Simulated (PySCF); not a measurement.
# [Eu(SH)4]−: other functionals and bases at one geometry

Aim: see how levels, charges and forces of [Eu(SH)4]− depend on the level of theory. The structure is generated, not taken from experiment.

The runs use PySCF 2.14.0; several levels, as the steps say, no spin–orbit coupling.

2 further runs of the same task are left out: 1 for a known fault of the program, 1 that didn't finish.

## (1) Starting geometry

9 atoms, charge -1, spin multiplicity 1.

Bond lengths: Eu1–S2 2.711 Å, Eu1–S4 2.711 Å, Eu1–S6 2.711 Å, Eu1–S8 2.711 Å, S2–H3 1.359 Å, S4–H5 1.359 Å, S6–H7 1.359 Å, S8–H9 1.359 Å. Angles: S2–Eu1–S4 108.6°, S2–Eu1–S6 109.9°, S2–Eu1–S8 109.9°, S4–Eu1–S6 109.9°, S4–Eu1–S8 109.9°, S6–Eu1–S8 108.6°, Eu1–S2–H3 89.7°, Eu1–S4–H5 89.7°, Eu1–S6–H7 89.6°, Eu1–S8–H9 89.6°.

As a file:

```xyz
9
charge -1, multiplicity 1
Eu    0.0000    0.0000   -0.0001
S     1.4866    1.6229    1.5824
H     1.8871    0.5415    2.3010
S    -1.4866   -1.6229    1.5824
H    -1.8871   -0.5415    2.3010
S     1.6228   -1.4866   -1.5826
H     0.5413   -1.8874   -2.3008
S    -1.6228    1.4866   -1.5826
H    -0.5413    1.8874   -2.3008
```

Formal oxidation states: Eu +3. Each metal's 6 4f electrons lie in its core potential, so multiplicities, spins and levels count the valence alone. An earlier session relaxed this geometry at B3LYP, Eu lcecp-1-SVP with ECP52, S def2-SVP, H def2-SVP (singlet, point group S4).

At B3LYP on the finer grid: E = -1630.373033 Eh, HOMO -2.73 eV, LUMO 2.70 eV, Mulliken charge on Eu1 +0.53 e, largest force component 0.019 eV/Å. 

Levels to run: PBE; r2SCAN; M06-L; BLYP; B3LYP, TZVP. Hardware: 2 threads of Intel Xeon Platinum 8375C at 2.90GHz (Ice Lake), shared host.

## (2) PBE

run.py (the lines that set the calculation) reads:

```python
mol = gto.M(atom='''
Eu     0.00000     0.00000    -0.00009
S      1.48655     1.62290     1.58240
H      1.88708     0.54146     2.30104
S     -1.48655    -1.62290     1.58240
H     -1.88708    -0.54146     2.30104
S      1.62285    -1.48655    -1.58263
H      0.54135    -1.88740    -2.30076
S     -1.62285     1.48655    -1.58263
H     -0.54135     1.88740    -2.30076''',
    basis={'Eu': 'lcecp-1-SVP', 'S': 'def2-SVP', 'H': 'def2-SVP'},
    ecp={'Eu': 'lcecp-1-SVP'},
    charge=-1, spin=0)
mf = dft.RKS(mol, xc='PBE')
mf.grids.atom_grid = (75, 302)  # f atoms: unpruned, at least (60, 302)
mf = mf.density_fit()  # fitting sets: Eu AutoAux, S def2-universal-JKFIT, H def2-universal-JKFIT
mf.conv_tol = 1e-08; mf.max_cycle = 55
mf.kernel(dm0)  # dm0: the density of the relaxed state
```

Command:

```sh
OMP_NUM_THREADS=2 python run.py
```

## (3) r2SCAN

Changes to run.py (the lines that set the calculation) since step 2:

```diff
@@ -13,3 +13,3 @@
     charge=-1, spin=0)
-mf = dft.RKS(mol, xc='PBE')
+mf = dft.RKS(mol, xc='R2SCAN')
 mf.grids.atom_grid = (75, 302)  # f atoms: unpruned, at least (60, 302)
```

## (4) M06-L

Changes to run.py (the lines that set the calculation) since step 3:

```diff
@@ -13,3 +13,3 @@
     charge=-1, spin=0)
-mf = dft.RKS(mol, xc='R2SCAN')
+mf = dft.RKS(mol, xc='M06L')
 mf.grids.atom_grid = (75, 302)  # f atoms: unpruned, at least (60, 302)
```

## (5) BLYP

Changes to run.py (the lines that set the calculation) since step 4:

```diff
@@ -13,3 +13,3 @@
     charge=-1, spin=0)
-mf = dft.RKS(mol, xc='M06L')
+mf = dft.RKS(mol, xc='BLYP')
 mf.grids.atom_grid = (75, 302)  # f atoms: unpruned, at least (60, 302)
```

## (6) B3LYP, TZVP

Basis: Eu lcecp-1-TZVP with ECP52, S def2-TZVP, H def2-TZVP. 

Changes to run.py (the lines that set the calculation) since step 5:

```diff
@@ -10,6 +10,6 @@
 H     -0.54135     1.88740    -2.30076''',
-    basis={'Eu': 'lcecp-1-SVP', 'S': 'def2-SVP', 'H': 'def2-SVP'},
-    ecp={'Eu': 'lcecp-1-SVP'},
+    basis={'Eu': 'lcecp-1-TZVP', 'S': 'def2-TZVP', 'H': 'def2-TZVP'},
+    ecp={'Eu': 'lcecp-1-TZVP'},
     charge=-1, spin=0)
-mf = dft.RKS(mol, xc='BLYP')
+mf = dft.RKS(mol, xc='B3LYP')
 mf.grids.atom_grid = (75, 302)  # f atoms: unpruned, at least (60, 302)
@@ -17,2 +17,2 @@
 mf.conv_tol = 1e-08; mf.max_cycle = 55
-mf.kernel(dm0)  # dm0: the density of the relaxed state
+mf.kernel(dm0)  # dm0: free metal ions and neutral atoms
```

**Question.** What will these runs give? Wanted: for each run, HOMO; gap; charge on Eu1; dipole; largest force.

As calculated:

| level | state | HOMO (eV) | gap (eV) | charge on Eu1 (e) | dipole (D) | largest force (eV/Å) | basis functions | time |
| --- | --- | --- | --- | --- | --- | --- | --- | --- |
| B3LYP (relaxed here) | singlet | -2.73 | 5.44 | 0.53 | 0.00 | 0.02 | 125 | 25 s |
| PBE | singlet | -1.83 | 4.13 | 0.42 | 0.00 | 0.17 | 125 | 12 s |
| r2SCAN | singlet | -2.19 | 4.72 | 0.62 | 0.00 | 0.12 | 125 | 13 s |
| M06-L | singlet | -2.10 | 4.73 | 0.85 | 0.00 | 0.24 | 125 | 14 s |
| BLYP | singlet | -1.57 | 3.98 | 0.37 | 0.00 | 0.26 | 125 | 10 s |
| B3LYP, TZVP | singlet | -3.03 | 5.56 | 1.17 | 0.00 | 0.23 | 219 | 23 s |

Times are on 2 threads of Intel Xeon Platinum 8375C at 2.90GHz (Ice Lake), shared host; the first row also made further properties. The dipole of a charged species depends on the origin, so these sizes hold for this origin alone.

In one basis the HOMO–LUMO gap runs from 3.98 eV (BLYP) to 5.44 eV (B3LYP). The largest leftover force, 0.26 eV/Å with BLYP, stands at a geometry relaxed at another level. The Mulliken charge on Eu spans +0.37 to +1.17 e over the levels. With 4f in the core, its levels are missing from HOMO and gap. Total energies of different levels can't be compared. Spin–orbit coupling is left out throughout.
